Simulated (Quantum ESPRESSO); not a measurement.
Crystal: NbSi.

```
CELL_PARAMETERS angstrom
0.00000 2.57383 2.57383
2.57383 0.00000 2.57383
2.57383 2.57383 0.00000
ATOMIC_POSITIONS crystal
Nb 0.00000 0.00000 0.00000
Si 0.50000 0.50000 0.50000
```

The cell was built by a generator and needn't be a form met in nature.

Base run:

- Program: Quantum ESPRESSO 7.5
- Functional: PBE
- Potentials or basis: SSSP 1.3 efficiency PBE
- Cutoff: 748 eV
- Density cutoff: 5987 eV
- k mesh: 9 × 9 × 9
- Occupations: fermi-dirac, width 0.05 eV
- Spin: no spin polarisation
- Hubbard terms: Nb d U = 8 eV

Its results: band gap on the k mesh none (metal or under the smearing width); pressure 9.4 GPa.

Q: The run is repeated on the same cell with these changes: hubbard terms from Nb d U = 8 eV to none. What comes out?

A: Band gap on the k mesh none (metal or under the smearing width); pressure -0.1 GPa.

Caveats: U without spin polarisation on a metal has little footing (some runs); the U is typed as a test and isn't derived for this compound (some runs).
